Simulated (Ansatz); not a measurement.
# AlH9O3Si3: molecular dynamics

The plan is to follow the molecule's vibrations and see whether its bonds hold. The start is relaxed first. Runs: 300 steps of 1 fs under a Langevin thermostat at 700 K.

All numbers below are computed with Ansatz 0.2.0 (RKS PBE/6-31G).

## Step 1: Starting point

Bond lengths (14 of 15 bonds, heavy atoms first): Al1–O2 1.780 Å, O2–Si3 1.680 Å, Al1–O7 1.780 Å, O7–Si8 1.680 Å, Al1–O12 1.780 Å, O12–Si13 1.680 Å, Si3–H4 1.460 Å, Si3–H5 1.460 Å, Si3–H6 1.460 Å, Si8–H9 1.460 Å, Si8–H10 1.460 Å, Si8–H11 1.460 Å, Si13–H14 1.460 Å, Si13–H15 1.460 Å. Angles (14 of 24 angles, heavy atoms first): Al1–O2–Si3 125.0°, O2–Al1–O7 120.0°, O2–Al1–O12 120.0°, O7–Al1–O12 120.0°, Al1–O7–Si8 125.0°, Al1–O12–Si13 125.0°, O2–Si3–H4 109.5°, O2–Si3–H5 109.5°, O2–Si3–H6 109.5°, O7–Si8–H9 109.5°, O7–Si8–H10 109.5°, O7–Si8–H11 109.5°, O12–Si13–H14 109.5°, O12–Si13–H15 109.5°.

As a file:

```xyz
16

Al    0.0000    0.0000    0.0000
O     0.0000    0.0000    1.7800
Si   -1.3147   -0.4067    2.7436
H    -2.2390   -1.2403    1.9804
H    -0.8506   -1.1432    3.9157
H    -1.9987    0.8095    3.1733
O     1.5415    0.0000   -0.8900
Si    2.3874   -1.3760   -1.3520
H     1.4599   -2.3514   -1.9176
H     3.3882   -1.0195   -2.3535
H     3.0504   -1.9546   -0.1870
O    -1.5415    0.0000   -0.8900
Si   -2.6907   -1.2238   -0.8267
H    -2.2881   -2.2198    0.1620
H    -3.9833   -0.6595   -0.4496
H    -2.8007   -1.8572   -2.1376
```

## Step 2: Relaxing the start

Input file input.yaml:

```yaml
crystal:
  periodic: [false, false, false]
  atoms:
    - { symbol: Al, position_ang: [0.0, 0.0, 0.0] }
    - { symbol: O, position_ang: [0.0, 0.0, 1.78] }
    - { symbol: Si, position_ang: [-1.3147, -0.4067, 2.7436] }
    - { symbol: H, position_ang: [-2.239, -1.2403, 1.9804] }
    - { symbol: H, position_ang: [-0.8506, -1.1432, 3.9157] }
    - { symbol: H, position_ang: [-1.9987, 0.8095, 3.1733] }
    - { symbol: O, position_ang: [1.5415, 0.0, -0.89] }
    - { symbol: Si, position_ang: [2.3874, -1.376, -1.352] }
    - { symbol: H, position_ang: [1.4599, -2.3514, -1.9176] }
    - { symbol: H, position_ang: [3.3882, -1.0195, -2.3535] }
    - { symbol: H, position_ang: [3.0504, -1.9546, -0.187] }
    - { symbol: O, position_ang: [-1.5415, 0.0, -0.89] }
    - { symbol: Si, position_ang: [-2.6907, -1.2238, -0.8267] }
    - { symbol: H, position_ang: [-2.2881, -2.2198, 0.162] }
    - { symbol: H, position_ang: [-3.9833, -0.6595, -0.4496] }
    - { symbol: H, position_ang: [-2.8007, -1.8572, -2.1376] }
basis:
  gaussian: { orbitals: "6-31G" }
hamiltonian:
  xc: pbe
relax:
  f_tol: 0.02
  max_steps: 40
output:
  orbitals: {}
```

Started as:

```console
$ ansatz run input.yaml --threads 2 --pin off --max-ram 3072MiB --backend cpu --events-out ev --progress --plain --runs-dir out
```

After this run come: The run.

Before running it: what results should come out? Wanted: relaxation of the start; temperature, first and last step; temperature, second half; potential energy, second half; bonds formed or broken.

As calculated:

| quantity | value |
| --- | --- |
| relaxation of the start | 22 moves, 1.320 eV lower |
| length | 300 steps of 1 fs |
| temperature, first and last step | 656 and 727 K |
| temperature, second half | mean 617 K, from 384 to 930 K |
| potential energy, second half | +62 meV/atom from the start |
| bonds formed or broken | 0 |

Against a set 700 K the second half averages 617 K with a spread of 110 K. No bond forms or breaks. Averages from a run of 300 fs with 16 atoms are rough. The nuclei move classically, without zero-point motion, which matters most for hydrogen. In so small a basis the energies are only a sketch.
